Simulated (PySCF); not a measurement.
# One shape, several levels: CH5B2ClO (SMILES CBOBCl)

Aim: a comparison of 6 runs (HF/STO-3G, PBE/6-31G, B3LYP/6-31G*, TPSS/aug-cc-pVDZ, MP2/pcseg-1) of CH5B2ClO. Input form: a Python script.

The calculation is run with PySCF 2.14.0.

## Step 1: Starting point

CH5B2ClO has 10 atoms, charge 0, and is taken as a singlet. SMILES: `CBOBCl`. Geometry: relaxed at GFN2-xTB. This is one conformer, not always the lowest.

Bond lengths: C1–B2 1.590 Å, B2–O3 1.313 Å, O3–B4 1.295 Å, B4–Cl5 1.744 Å, C1–H6 1.088 Å, C1–H7 1.085 Å, C1–H8 1.089 Å, B2–H9 1.179 Å, B4–H10 1.176 Å. Some angles: C1–B2–O3 119.8°, B2–O3–B4 175.2°, O3–B4–Cl5 119.2°, C1–B2–H9 122.4°, O3–B2–H9 117.8°, B2–C1–H6 111.2°, B2–C1–H7 113.1°, B2–C1–H8 110.2°, O3–B4–H10 122.4°, Cl5–B4–H10 118.4°.

## Step 2: Energy and gradient at HF/STO-3G (run 1)

File input.py:

```python
import pyscf.grad
from pyscf import gto

mol = gto.M(
    atom='''
C     -1.966506    -1.597272     1.763568
B      0.035773    -1.550842    -0.475663
O      1.289077     0.532827    -0.965707
B      2.342807     2.680917    -1.475536
Cl     0.881444     4.723257    -3.608923
H     -3.268092    -0.009940     1.631835
H     -3.068972    -3.324935     1.820789
H     -1.010078    -1.411096     3.576439
H      0.495618    -3.352053    -1.704268
H      4.268929     3.309156    -0.562496
''',
    max_memory=1860,
    charge=0,
    unit='bohr',
    verbose=4,
    basis='sto-3g',
    spin=0,
)

mf = mol.RHF()
mf.conv_tol = 1e-10
mf.kernel()
if not mf.converged:
    mf = mf.newton().run(mf.mo_coeff, mf.mo_occ)

e_final = mf.e_tot
print('Final energy', e_final)
grad = mf.Gradients().kernel()
dip = mf.dip_moment()
pop, q = mf.mulliken_pop()
```

Started as:

```
$ OMP_NUM_THREADS=1 python input.py
```

Standard output:

```text
PySCF version 2.14.0

[... 62 lines left out ...]
converged SCF energy = -617.649666982883
Final energy -617.6496669828826
[... 11 lines left out ...]
Dipole moment(X, Y, Z, Debye):  0.34718, -1.58353,  1.52439
[... 45 lines left out ...]
charge of    9H =     -0.04589
```

Wall time 4.8 s (1 thread of Intel Xeon at 2.50GHz (Skylake/Cascade Lake), shared host); peak memory 0.12 GiB.

## Step 3: Energy and gradient at PBE/6-31G (run 2)

File input.xyz:

```xyz
10

C     -1.040630    -0.845240     0.933240
B      0.018930    -0.820670    -0.251710
O      0.682150     0.281960    -0.511030
B      1.239760     1.418680    -0.780820
Cl     0.466440     2.499440    -1.909760
H     -1.729400    -0.005260     0.863530
H     -1.624030    -1.759480     0.963520
H     -0.534510    -0.746720     1.892570
H      0.262270    -1.773830    -0.901860
H      2.259020     1.751130    -0.297660
```

File calc.py:

```python
import pyscf.grad
from pyscf import gto, dft

mol = gto.M(
    atom='input.xyz',
    verbose=4,
    max_memory=1860,
    charge=0,
    basis='6-31g',
)

ks = dft.RKS(mol, xc='pbe')
ks.grids.level = 5
ks.conv_tol = 1e-10
ks.kernel()
if not ks.converged:
    ks = ks.newton().run(ks.mo_coeff, ks.mo_occ)

e_final = ks.e_tot
print(f'total energy: {e_final:.8f} hartree')
grad = ks.Gradients().kernel()
ks.analyze()
```

Started as:

```
$ OMP_NUM_THREADS=1 python calc.py
```

Standard output:

```text
PySCF version 2.14.0

[... 102 lines left out ...]
Two-electron Coulomb Energy =          464.919923242433583
[... 13 lines left out ...]
MO #11  energy= -0.77500603588972  occ= 2
[... 11 lines left out ...]
MO #23  energy= -0.262479348016087 occ= 2
[... 11 lines left out ...]
MO #35  energy= 0.342886531714547  occ= 0
[... 11 lines left out ...]
MO #47  energy= 0.664248437321568  occ= 0
[... 11 lines left out ...]
MO #59  energy= 1.8495275165068    occ= 0
[... 72 lines left out ...]
Dipole moment(X, Y, Z, Debye): -0.14659, -1.18144,  1.40642
```

Wall time 49 s (1 thread of Intel Xeon at 2.50GHz (Skylake/Cascade Lake), shared host); peak memory 0.6 GiB.

Runs 3 to 5 aren't shown in full; the table further down has their settings and results.

## Step 4: Energy and forces at MP2/pcseg-1 (run 6)

File job.py:

```python
from pyscf import gto, scf, mp

mol = gto.M(
    atom=[
    ('C', (-1.040630, -0.845240, 0.933240)),
    ('B', (0.018930, -0.820670, -0.251710)),
    ('O', (0.682150, 0.281960, -0.511030)),
    ('B', (1.239760, 1.418680, -0.780820)),
    ('Cl', (0.466440, 2.499440, -1.909760)),
    ('H', (-1.729400, -0.005260, 0.863530)),
    ('H', (-1.624030, -1.759480, 0.963520)),
    ('H', (-0.534510, -0.746720, 1.892570)),
    ('H', (0.262270, -1.773830, -0.901860)),
    ('H', (2.259020, 1.751130, -0.297660)),
],
    verbose=3,
    basis='pcseg-1',
    charge=0,
    max_memory=1860,
)

mf = scf.RHF(mol)
mf.conv_tol = 1e-10
mf.kernel()
if not mf.converged:
    mf = mf.newton().run(mf.mo_coeff, mf.mo_occ)

pt = mp.MP2(mf, frozen=9).run()
e_tot = pt.e_tot
print('Final energy', e_tot)
grad = pt.nuc_grad_method().kernel()
dip = mf.dip_moment()
pop, q = mf.mulliken_pop()
```

Started as:

```
$ OMP_NUM_THREADS=1 python job.py
```

Standard output:

```text
converged SCF energy = -624.569212964735
[... 2 lines left out ...]
Final energy -625.181929971967
[... 8 lines left out ...]
Dipole moment(X, Y, Z, Debye):  0.23227, -1.18558,  1.28715
[... 110 lines left out ...]
charge of    9H =     -0.03412
```

Wall time 50 s (1 thread of Intel Xeon at 2.50GHz (Skylake/Cascade Lake), shared host); peak memory 0.71 GiB.

## Step 5: All runs side by side

```
run                               level  integration grid  Cartesian functions  energy (Eh)  dipole moment (D) of the reference  HOMO energy (eV)  LUMO energy (eV)  wall time
  1                           HF/STO-3G                 –                   no  -617.649667                                2.23            -10.24              7.29      4.8 s
  2                           PBE/6-31G                 5                   no  -625.863696                                1.84             -7.14             -1.28       49 s
  3  B3LYP/6-31G* (spherical functions)                 5                   no  -626.367199                                1.57             -8.23             -0.35       72 s
  4  B3LYP/6-31G* (Cartesian functions)                 5                  yes  -626.373034                                1.57             -8.23             -0.35       73 s
  5                    TPSS/aug-cc-pVDZ                 5                   no  -626.434845                                1.44             -7.38             -1.39      5 min
  6                         MP2/pcseg-1                 –                   no  -625.181930                                1.77            -12.07              3.14       50 s
```

## Step 6: What came out

| quantity | value |
| --- | --- |
| run 6: total energy | -625.18193 Eh |
| run 6: dipole moment (Hartree–Fock density) | 1.77 D |
| run 6: HOMO energy (Hartree–Fock orbitals) | -12.07 eV |
| run 6: LUMO energy (Hartree–Fock orbitals) | 3.14 eV |
| run 6: HOMO–LUMO gap (Hartree–Fock orbitals) | 15.21 eV |
| run 6: correlation energy (9 core orbitals frozen) | -612.7 mEh |
| run 6: largest force on an atom | 2.611 eV/Å |

**Reading.** Over runs 1, 2, 3, 4, 5 the dipole moment (its size) runs from 1.44 D (TPSS/aug-cc-pVDZ) to 2.23 D (HF/STO-3G). The two ends differ in method and basis. Over runs 1, 2, 3, 4, 5 the HOMO–LUMO gap runs from 5.86 eV (PBE/6-31G) to 17.53 eV (HF/STO-3G). Totals of different functionals can't be ranked against each other. In run 1 the basis is minimal, so the values are rough. All runs together took 9.1 min, the longest 5 min.
